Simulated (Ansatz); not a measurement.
# Cu (Copper): the cost of one run

Computed with Ansatz 0.2.0 (DFT PBEsol, scalar-relativistic, plane waves, PAW, unless a step's input says otherwise).

1 further run of the same task is left out (set aside as unsound or not needed).

### 1 The starting structure

It takes space group Fm-3m (No. 225, cubic). The conventional cell has a = 3.563 Å, b = 3.563 Å, c = 3.563 Å, α = 90.00°, β = 90.00°, γ = 90.00°. Around Cu (site symmetry m-3m) lie 12 Cu at 2.52 Å.

Structure file:

```
Cu
1.0
     0.00000    1.78169    1.78169
     1.78169    0.00000    1.78169
     1.78169    1.78169    0.00000
Cu
1
Direct
  0.00000 0.00000 0.00000
```

It is the result of an earlier relaxation at this level (volume 11.31 Å³/atom; gap on the mesh: none (metal)).

### 2 The bulk in the cell of the plane

Contents of input.yaml:

```yaml
crystal:
  lattice:
    - [2.5196845643, 0.0, 0.0]
    - [-1.2598422821, 2.1821108422, 0.0]
    - [1.2598422821, 0.7273702807, 2.0573138317]
  atoms:
    - { symbol: Cu, position: [0.0, 0.0, 0.0] }
basis:
  ecutwfc: 420
kpoints:
  mp_grid: { grid: [15, 15, 17] }
hamiltonian:
  xc: pbesol
scf:
  occupations: { method: gaussian, width: 0.1 }
output:
  forces: true
  stress: true
  eigenvalues: true
```

Started as:

```bash
> ansatz run input.yaml --threads 1 --pin off --max-ram 2560MiB --backend cpu --events-out ev --progress --plain --runs-dir out
```

What time and memory should one allow on 1 thread of Arm Neoverse V2, shared host?

About 7.7 s, with a peak of 0.43 GiB.
